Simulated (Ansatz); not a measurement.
# GaH₃O (built from SMILES [OH][GaH2]): one structure at several levels

How do the functionals fare away from a minimum? The structure is a displaced guess of a reacting structure.

The runs use Ansatz 0.2.0, Gaussian basis; single points in def2-TZVPP.

Cores are frozen in the correlated methods. Filled d shells of the heavier atoms are correlated.

## (1) The starting structure

5 atoms, charge 0, spin multiplicity 1.

Atoms are counted from 1 here; the program's logs count them from 0.

Bond lengths: Ga1–O2 2.156 Å, O2–H3 1.235 Å, O2–H5 1.135 Å. Angles: Ga1–O2–H3 68.1°, Ga1–O2–H5 164.2°, H3–O2–H5 109.2°.

As a file:

```
Ga   -0.80850    0.40400    0.51380
O     1.01670   -0.38240   -0.32270
H     0.05580   -0.54330   -1.08090
H    -2.21540    1.32250    1.83280
H     1.86510   -1.06300   -0.64590
```

## (2) CCSD(T)/def2-TZVPP

run/in.yaml

```yaml
crystal:
  periodic: [false, false, false]
  atoms:
    - {symbol: Ga, position_ang: [-0.808500, 0.404000, 0.513800]}
    - {symbol: O, position_ang: [1.016700, -0.382400, -0.322700]}
    - {symbol: H, position_ang: [0.055800, -0.543300, -1.080900]}
    - {symbol: H, position_ang: [-2.215400, 1.322500, 1.832800]}
    - {symbol: H, position_ang: [1.865100, -1.063000, -0.645900]}
basis:
  gaussian: {orbitals: def2-TZVPP}
correlation: {method: ccsd_t}
output: {forces: true}
```

Started as:

```console
$ ansatz run in.yaml --threads 4 --pin off --events-out ev --progress --plain --max-ram 5222MiB
```

The log of the run (excerpt; [...] marks lines left out):

```text
Functional definition: HF
  name "HF"
  cite "Fock, Z. Phys. 61, 126 (1930) doi:10.1007/BF01340294"
  parent pbe
[...]
751 factors; integrals over basis functions are off by at most 1.0e-3 eV
[...]
mean field -54415.16431662 eV, -1999.7204047128 hartree, gradient 2.9e-6 eV, S^2 0.000000; 0 other end points of the search recorded, 0 dependent functions left out; unrestricted orbitals would lower it
[...]
10 core orbitals not correlated: weight in the atoms' cores, before any rotation towards them, 1.000 or more for the frozen orbitals, at most 0.000 for the correlated occupied ones
reference -54415.16431662 eV, -1999.7204047128 hartree; 11, 11 occupied and 100, 100 virtual orbitals, 751 factors
second order -13.74680401 eV of doubles, -0.00000000 eV of singles
cycle   1  -13.28668004 eV  change    4.6e-1 eV  update   1.2e-1
[...]
cycle  15  -13.95750077 eV  change   -2.3e-6 eV  update   2.7e-6
perturbative correction -0.63706100 eV, -0.0234115601 hartree
[...]
Total energy: -54429.75887840 eV, -2000.2567449655 hartree
Atom 0 at    -0.808500     0.404000     0.513800 Å, force    -2.428500     1.092616     0.913350 eV/Å
Atom 1 at     1.016700    -0.382400    -0.322700 Å, force     0.863454    -3.449913    -3.913136 eV/Å
Atom 2 at     0.055800    -0.543300    -1.080900 Å, force     3.240445     0.493561     2.443524 eV/Å
Atom 3 at    -2.215400     1.322500     1.832800 Å, force     1.272719    -0.645142    -0.674165 eV/Å
Atom 4 at     1.865100    -1.063000    -0.645900 Å, force    -2.948119     2.508878     1.230427 eV/Å
Dipole moment:     0.523866    -0.434146    -0.413935 e Å
```

Run time: 51 s. Hardware: 4 threads of AMD EPYC, shared host; peak memory 0.87 GiB.

## (3) PBE0-D4/def2-TZVPP

run/in.yaml: that of step 2 with these lines changed.

```diff
@@ -10,3 +10,3 @@
   gaussian: {orbitals: def2-TZVPP}
-correlation: {method: ccsd_t}
-output: {forces: true}
+hamiltonian: {xc: pbe0, dispersion: d4}
+output: {forces: true, orbitals: {seedname: orbitals}}
```

Started as:

```console
$ ansatz run in.yaml --threads 4 --pin off --events-out ev --progress --plain --max-ram 5222MiB
```

The log of the run (excerpt; [...] marks lines left out):

```text
Functional definition: PBE0
  name "PBE0"
  cite "Adamo & Barone, J. Chem. Phys. 110, 6158 (1999) doi:10.1063/1.478522"
  cite "Perdew, Burke & Ernzerhof, Phys. Rev. Lett. 77, 3865 (1996) doi:10.1103/PhysRevLett.77.3865"
[... 1 set-up line as earlier in the session ...]
[...]
741 factors; their error is unknown
[...]
mean field -54462.05378216 eV, -2001.4435607884 hartree, gradient 3.3e-5 eV, S^2 0.000000; 0 other end points of the search recorded, 0 dependent functions left out
[...]
reference -54462.05381032 eV, -2001.4435618235 hartree; 21, 21 occupied and 100, 100 virtual orbitals, 741 factors
Total energy: -54462.10920285 eV, -2001.4455974612 hartree
Atom 0 at    -0.808500     0.404000     0.513800 Å, force    -2.377409     1.061258     0.858490 eV/Å
Atom 1 at     1.016700    -0.382400    -0.322700 Å, force     0.842134    -3.569431    -4.008465 eV/Å
Atom 2 at     0.055800    -0.543300    -1.080900 Å, force     3.194931     0.565358     2.518686 eV/Å
Atom 3 at    -2.215400     1.322500     1.832800 Å, force     1.284442    -0.647450    -0.676531 eV/Å
Atom 4 at     1.865100    -1.063000    -0.645900 Å, force    -2.944098     2.590264     1.307820 eV/Å
Dipole moment:     0.526891    -0.442162    -0.435749 e Å
```

Run time: 1.7 s. Hardware: 4 threads of AMD EPYC, shared host; peak memory 0.19 GiB.

## (4) wB97M-V/def2-TZVPP

run/in.yaml: that of step 3 with these lines changed.

```diff
@@ -10,3 +10,3 @@
   gaussian: {orbitals: def2-TZVPP}
-hamiltonian: {xc: pbe0, dispersion: d4}
-output: {forces: true, orbitals: {seedname: orbitals}}
+hamiltonian: {xc: {name: wB97M-V}}
+output: {forces: true}
```

Started as:

```console
$ ansatz run in.yaml --threads 4 --pin off --events-out ev --progress --plain --max-ram 5222MiB
```

The log of the run (excerpt; [...] marks lines left out):

```text
Functional definition: wB97M-V
  name "wB97M-V"
  cite "Mardirossian & Head-Gordon, J. Chem. Phys. 144, 214110 (2016) doi:10.1063/1.4952647"
  cite "Becke, J. Chem. Phys. 107, 8554 (1997) doi:10.1063/1.475007"
  cite "Vydrov & Van Voorhis, J. Chem. Phys. 133, 244103 (2010) doi:10.1063/1.3521275"
  # Of w^i u^j: cxij and so on, Table III.
[...]
  gx(w, u) = 1 - cx + cx01*u + cx10*w
  gss(w, u) = css00 + css04*u^4 + css10*w + css20*w^2 + css43*w^4*u^3
  gos(w, u) = cos00 + cos10*w + (cos20 + cos21*u)*w^2 + (cos60 + cos61*u)*w^6
[...]
      + integral(e_c_pw_mod_opposite_spin*gos(b97_w_opposite, b97_u_opposite)) + vv10(b, c)
731 factors; their error is unknown
171 factors; integrals over basis functions are off by at most 1.4e-5 eV
[...]
mean field -54467.43926595 eV, -2001.6414736672 hartree, gradient 3.5e-5 eV, S^2 0.000000; 0 other end points of the search recorded, 0 dependent functions left out
[...]
reference -54467.43930892 eV, -2001.6414752463 hartree; 21, 21 occupied and 100, 100 virtual orbitals, 731 factors
Total energy: -54467.43930892 eV, -2001.6414752463 hartree
Atom 0 at    -0.808500     0.404000     0.513800 Å, force    -2.636871     1.209749     1.069027 eV/Å
Atom 1 at     1.016700    -0.382400    -0.322700 Å, force     0.915639    -3.699677    -4.206611 eV/Å
Atom 2 at     0.055800    -0.543300    -1.080900 Å, force     3.437430     0.525593     2.566188 eV/Å
Atom 3 at    -2.215400     1.322500     1.832800 Å, force     1.348016    -0.687062    -0.739189 eV/Å
Atom 4 at     1.865100    -1.063000    -0.645900 Å, force    -3.064214     2.651397     1.310585 eV/Å
Dipole moment:     0.602074    -0.493701    -0.501639 e Å
```

It took 4.5 s on 4 threads of AMD EPYC, shared host; peak memory 0.26 GiB.

## (5) r2SCAN-D4/def2-TZVPP

run/in.yaml: that of step 4 with these lines changed.

```diff
@@ -10,3 +10,3 @@
   gaussian: {orbitals: def2-TZVPP}
-hamiltonian: {xc: {name: wB97M-V}}
+hamiltonian: {xc: r2scan, dispersion: d4}
 output: {forces: true}
```

Started as:

```console
$ ansatz run in.yaml --threads 4 --pin off --events-out ev --progress --plain --max-ram 5222MiB
```

The log of the run (excerpt; [...] marks lines left out):

```text
Functional definition: r2SCAN
  name "r2SCAN"
  cite "Furness, Kaplan, Ning, Perdew & Sun, J. Phys. Chem. Lett. 11, 8208 (2020) doi:10.1021/acs.jpclett.0c02405"
  cite "Furness, Kaplan, Ning, Perdew & Sun, J. Phys. Chem. Lett. 11, 9248 (2020) doi:10.1021/acs.jpclett.0c03077"
  parent r2scan
[...]
696 factors; their error is unknown
[...]
mean field -54469.85675245 eV, -2001.7303146574 hartree, gradient 7.1e-6 eV, S^2 0.000000; 0 other end points of the search recorded, 0 dependent functions left out
[...]
reference -54469.85676341 eV, -2001.7303150605 hartree; 21, 21 occupied and 100, 100 virtual orbitals, 696 factors
Total energy: -54469.87150254 eV, -2001.7308567132 hartree
Atom 0 at    -0.808500     0.404000     0.513800 Å, force    -2.178529     0.919117     0.619315 eV/Å
Atom 1 at     1.016700    -0.382400    -0.322700 Å, force     0.853943    -3.290737    -3.597338 eV/Å
Atom 2 at     0.055800    -0.543300    -1.080900 Å, force     2.769709     0.577401     2.346871 eV/Å
Atom 3 at    -2.215400     1.322500     1.832800 Å, force     1.264380    -0.625186    -0.619719 eV/Å
Atom 4 at     1.865100    -1.063000    -0.645900 Å, force    -2.709503     2.419404     1.250870 eV/Å
Dipole moment:     0.510006    -0.422447    -0.403539 e Å
```

Wall time 2.3 s (4 threads of AMD EPYC, shared host); peak memory 0.15 GiB.

## (6) PBE-D4/def2-TZVPP

run/in.yaml: that of step 5 with these lines changed.

```diff
@@ -10,3 +10,3 @@
   gaussian: {orbitals: def2-TZVPP}
-hamiltonian: {xc: r2scan, dispersion: d4}
+hamiltonian: {xc: pbe, dispersion: d4}
 output: {forces: true}
```

Started as:

```console
$ ansatz run in.yaml --threads 4 --pin off --events-out ev --progress --plain --max-ram 5222MiB
```

The log of the run (excerpt; [...] marks lines left out):

```text
Functional definition: PBE
  name "PBE"
[... 2 set-up lines as earlier in the session ...]
[...]
696 factors; their error is unknown
[...]
mean field -54461.52372936 eV, -2001.4240817072 hartree, gradient 5.9e-5 eV, S^2 0.000000; 0 other end points of the search recorded, 0 dependent functions left out
[...]
reference -54461.52376727 eV, -2001.4240831007 hartree; 21, 21 occupied and 100, 100 virtual orbitals, 696 factors
Total energy: -54461.59029012 eV, -2001.4265277701 hartree
Atom 0 at    -0.808500     0.404000     0.513800 Å, force    -2.138837     0.959613     0.730533 eV/Å
Atom 1 at     1.016700    -0.382400    -0.322700 Å, force     0.783164    -3.035452    -3.376524 eV/Å
Atom 2 at     0.055800    -0.543300    -1.080900 Å, force     2.615726     0.492648     2.110331 eV/Å
Atom 3 at    -2.215400     1.322500     1.832800 Å, force     1.136968    -0.575584    -0.578313 eV/Å
Atom 4 at     1.865100    -1.063000    -0.645900 Å, force    -2.397022     2.158775     1.113972 eV/Å
Dipole moment:     0.457605    -0.398391    -0.390693 e Å
```

It took 1.3 s on 4 threads of AMD EPYC, shared host; peak memory 0.13 GiB.

## (7) LC-wPBE/def2-TZVPP

run/in.yaml: that of step 6 with these lines changed.

```diff
@@ -10,3 +10,3 @@
   gaussian: {orbitals: def2-TZVPP}
-hamiltonian: {xc: pbe, dispersion: d4}
+hamiltonian: {xc: {name: LC-wPBE}}
 output: {forces: true}
```

Started as:

```console
$ ansatz run in.yaml --threads 4 --pin off --events-out ev --progress --plain --max-ram 5222MiB
```

The log of the run (excerpt; [...] marks lines left out):

```text
Functional definition: LC-wPBE
  name "LC-wPBE"
  cite "Vydrov & Scuseria, J. Chem. Phys. 125, 234109 (2006) doi:10.1063/1.2409292"
  cite "Heyd & Scuseria, J. Chem. Phys. 120, 7274 (2004) doi:10.1063/1.1668634"
  cite "Ernzerhof & Perdew, J. Chem. Phys. 109, 3313 (1998) doi:10.1063/1.476928"
[... 2 set-up lines as earlier in the session ...]
[...]
696 factors; their error is unknown
220 factors; integrals over basis functions are off by at most 3.1e-5 eV
[...]
mean field -54462.73037457 eV, -2001.4684251011 hartree, gradient 8.3e-5 eV, S^2 0.000000; 0 other end points of the search recorded, 0 dependent functions left out
[...]
reference -54462.73037458 eV, -2001.4684251013 hartree; 21, 21 occupied and 100, 100 virtual orbitals, 696 factors
Total energy: -54462.73037458 eV, -2001.4684251013 hartree
Atom 0 at    -0.808500     0.404000     0.513800 Å, force    -2.848061     1.240612     1.027293 eV/Å
Atom 1 at     1.016700    -0.382400    -0.322700 Å, force     1.089271    -3.914789    -4.401550 eV/Å
Atom 2 at     0.055800    -0.543300    -1.080900 Å, force     3.494096     0.627353     2.795509 eV/Å
Atom 3 at    -2.215400     1.322500     1.832800 Å, force     1.490940    -0.751485    -0.807503 eV/Å
Atom 4 at     1.865100    -1.063000    -0.645900 Å, force    -3.226246     2.798308     1.386250 eV/Å
Dipole moment:     0.640174    -0.509282    -0.505573 e Å
```

Wall time 2.1 s (4 threads of AMD EPYC, shared host); peak memory 0.18 GiB.

## (8) r2SCANh-D4/def2-TZVPP

run/in.yaml: that of step 7 with these lines changed.

```diff
@@ -10,3 +10,3 @@
   gaussian: {orbitals: def2-TZVPP}
-hamiltonian: {xc: {name: LC-wPBE}}
+hamiltonian: {xc: {name: r2SCANh}, dispersion: d4}
 output: {forces: true}
```

Started as:

```console
$ ansatz run in.yaml --threads 4 --pin off --events-out ev --progress --plain --max-ram 5222MiB
```

The log of the run (excerpt; [...] marks lines left out):

```text
Functional definition: r2SCANh
  name "r2SCANh"
  cite "Bursch, Neugebauer, Ehlert & Grimme, J. Chem. Phys. 156, 134105 (2022) doi:10.1063/5.0086040"
[... 3 set-up lines as earlier in the session ...]
[...]
719 factors; their error is unknown
[...]
mean field -54469.29375013 eV, -2001.7096247040 hartree, gradient 2.7e-5 eV, S^2 0.000000; 0 other end points of the search recorded, 0 dependent functions left out
[...]
reference -54469.29376019 eV, -2001.7096250735 hartree; 21, 21 occupied and 100, 100 virtual orbitals, 719 factors
Total energy: -54469.30966434 eV, -2001.7102095403 hartree
Atom 0 at    -0.808500     0.404000     0.513800 Å, force    -2.263196     0.962101     0.682825 eV/Å
Atom 1 at     1.016700    -0.382400    -0.322700 Å, force     0.863785    -3.459455    -3.809095 eV/Å
Atom 2 at     0.055800    -0.543300    -1.080900 Å, force     2.974859     0.592213     2.469850 eV/Å
Atom 3 at    -2.215400     1.322500     1.832800 Å, force     1.302963    -0.644725    -0.650117 eV/Å
Atom 4 at     1.865100    -1.063000    -0.645900 Å, force    -2.878411     2.549866     1.306537 eV/Å
Dipole moment:     0.529116    -0.436047    -0.419477 e Å
```

Wall time 2.6 s (4 threads of AMD EPYC, shared host); peak memory 0.2 GiB.

## (9) The levels compared

| method | RMS force component (eV/Å) | RMS error against CCSD(T) (eV/Å) | angle to CCSD(T) forces (°) | dipole (D) |
| --- | --- | --- | --- | --- |
| CCSD(T) | 2.185 | reference | reference | 3.83 |
| PBE0-D4 | 2.214 | 0.061 | 1.4 | 3.91 |
| wB97M-V | 2.330 | 0.150 | 1.0 | 4.45 |
| r2SCAN-D4 | 2.019 | 0.202 | 3.1 | 3.72 |
| PBE-D4 | 1.869 | 0.324 | 2.1 | 3.47 |
| LC-wPBE | 2.458 | 0.281 | 1.6 | 4.62 |
| r2SCANh-D4 | 2.130 | 0.116 | 2.7 | 3.86 |

Energy less the free neutral atoms in their ground states at the same level (atoms from separate runs):

Differences are taken before rounding.

| method | rung | energy less atoms (kJ/mol) | from CCSD(T) (kJ/mol) |
| --- | --- | --- | --- |
| PBE-D4 | GGA | -1057.7 | -89.7 |
| r2SCAN-D4 | meta-GGA | -1005.1 | -37.1 |
| PBE0-D4 | hybrid | -976.1 | -8.0 |
| r2SCANh-D4 | hybrid | -980.1 | -12.1 |
| LC-wPBE | range-separated hybrid | -941.5 | +26.5 |
| wB97M-V | range-separated hybrid | -991.0 | -23.0 |
| Hartree-Fock | wavefunction | -477.5 | +490.6 |
| MP2 | wavefunction | -967.0 | +1.0 |
| CCSD | wavefunction | -933.5 | +34.5 |
| CCSD(T) | wavefunction | -968.0 | 0 |

What each level took, beside its miss in the forces (shared host):

| method | time | RMS force error (eV/Å) |
| --- | --- | --- |
| CCSD(T) | 51 s | 0 |
| PBE0-D4 | 1.7 s | 0.061 |
| wB97M-V | 4.5 s | 0.150 |
| r2SCAN-D4 | 2.3 s | 0.202 |
| PBE-D4 | 1.3 s | 0.324 |
| LC-wPBE | 2.1 s | 0.281 |
| r2SCANh-D4 | 2.6 s | 0.116 |

## (10) Results

| quantity | value |
| --- | --- |
| energy less free atoms, CCSD(T)/def2-TZVPP | -968.0 kJ/mol |
| RMS force component | 1.869 to 2.458 eV/Å over the methods |
| RMS force error | PBE0-D4 0.061, wB97M-V 0.150, r2SCAN-D4 0.202, PBE-D4 0.324, LC-wPBE 0.281, r2SCANh-D4 0.116 eV/Å |
| HOMO and LUMO, PBE0-D4 | -5.27 and -1.74 eV |
| T1 diagnostic | 0.019 |

In words: Against CCSD(T) the functionals' energies less atoms differ by -89.7 to +26.5 kJ/mol, PBE-D4 by -89.7 kJ/mol. CCSD(T) in triple zeta still lacks some correlation energy of the bonds, so part of these gaps is its own basis error and they don't rank the functionals. The forces of PBE0-D4 come nearest to CCSD(T), those of PBE-D4 are farthest. Frozen-core CCSD(T) forces in triple zeta carry basis errors of their own, and this is one geometry, so small gaps rank nothing. The restricted Hartree–Fock reference is unstable towards an unrestricted one at one or more of these structures.
